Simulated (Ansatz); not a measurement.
**Sn (Fd-3m): equation of state with a fit from a Python script**

A script is to give an equation of state with a fit; the system is Sn (Fd-3m).

Program: Ansatz 0.2.0, driven from Python. Level of theory: DFT LDA, plane waves, PAW. These are calculated values, not measurements.

### 1 The system

The structure is cubic, space group Fd-3m (No. 227). The conventional cell has a = 6.467 Å, b = 6.467 Å, c = 6.467 Å, α = 90.00°, β = 90.00°, γ = 90.00°. Around Sn (site symmetry -43m) lie 4 Sn at 2.80 Å.

The script holds or builds the structure itself.

### 2 The code

Contents of run_eos.py:

```python
# -*- coding: utf-8 -*-
import warnings

import ansatz as az
import numpy as np

FUNCTIONAL = 'LDA'
OCCUPATIONS = 'gaussian'
TOLERANCE = 1e-08
CUTOFF_EV = 500
MESH = (6, 6, 6)

vectors0 = np.array([
    [0.0, 3.2333428, 3.2333428],
    [3.2333428, 0.0, 3.2333428],
    [3.2333428, 3.2333428, 0.0],
])
sites = [
    ('Sn', [0.0, 0.0, 0.0]),
    ('Sn', [0.25, 0.25, 0.25]),
]


def build(cell):
    crystal = az.Crystal(lattice=az.Lattice.of(cell))
    for symbol, position in sites:
        crystal = crystal.atom(symbol, position)
    return crystal


def main():
    warnings.simplefilter('ignore', az.DeckWarning)

    volumes, energies = [], []
    for scale in np.linspace(0.88, 1.12, 7):
        cell = vectors0 * scale ** (1 / 3)
        base = (
            build(cell).calculation()
            .functional(FUNCTIONAL)
            .occupations(OCCUPATIONS)
            .scf(tolerance=TOLERANCE)
            .basis(CUTOFF_EV)
            .kpoints(*MESH)
        )
        data = base.run().report
        volumes.append(abs(np.linalg.det(cell)) / len(sites))
        energies.append(data['free_energy_ev'] / len(sites))
        print(f'V = {volumes[-1]:8.4f} A^3/atom  F = {energies[-1]:.5f} eV/atom')

    x = np.array(volumes) ** (-2 / 3)
    poly = np.polynomial.Polynomial.fit(x, energies, 3).convert()
    roots = poly.deriv().roots()
    x0 = min((r.real for r in roots if abs(r.imag) < 1e-9 and poly.deriv(2)(r.real) > 0), key=lambda r: abs(r - x.mean()))
    v0 = x0 ** -1.5
    b0 = 4 / 9 * poly.deriv(2)(x0) * v0 ** (-7 / 3) * 160.21766
    b1 = 4 + 2 / 3 * x0 * poly.deriv(3)(x0) / poly.deriv(2)(x0)
    print(f'V0 = {v0:.4f} A^3/atom, B0 = {b0:.1f} GPa, dB/dP = {b1:.2f}')


if __name__ == '__main__':
    main()
```

### 3 What the engine is handed

The package turns the script's settings into the engine's input (first run):

```yaml
crystal:
  lattice:
    - [0.0, 3.0984605793221967, 3.0984605793221967]
    - [3.0984605793221967, 0.0, 3.0984605793221967]
    - [3.0984605793221967, 3.0984605793221967, 0.0]
  atoms:
    - { symbol: Sn, position: [0.0, 0.0, 0.0] }
    - { symbol: Sn, position: [0.25, 0.25, 0.25] }
basis:
  ecutwfc: 500.0
kpoints:
  mp_grid:
    grid: [6, 6, 6]
hamiltonian:
  xc: lda
scf:
  convergence:
    dr2_threshold: 1.0e-08
  occupations:
    method: gaussian
```

### 4 Launch

On the command line:

```
> python run_eos.py
```

**Question.** Estimate the equilibrium volume and the bulk modulus.

As calculated:

| quantity | value |
| --- | --- |
| runs compared | 7 |
| range of energy | 94.35 meV/atom |
| lowest point, volume (Å³/atom) | 33.803 |
| equilibrium volume (fit) | 33.95 Å³/atom |
| bulk modulus (fit) | 45 GPa |

In words: A third-order Birch-Murnaghan fit through the 7 points (the script's own form may differ a little) has its minimum at 33.95 Å³ an atom, 0.4 % above the typed cell, with a bulk modulus of 45 GPa and dB/dP = 4.9. From that minimum the energy rises by 94.3 meV an atom on the compressed side and 50.7 meV on the expanded side. Total energies depend on the potentials; only differences at equal settings carry meaning. The mesh is modest for a metal, so energies are good to some meV an atom at best, and derived values to several per cent.
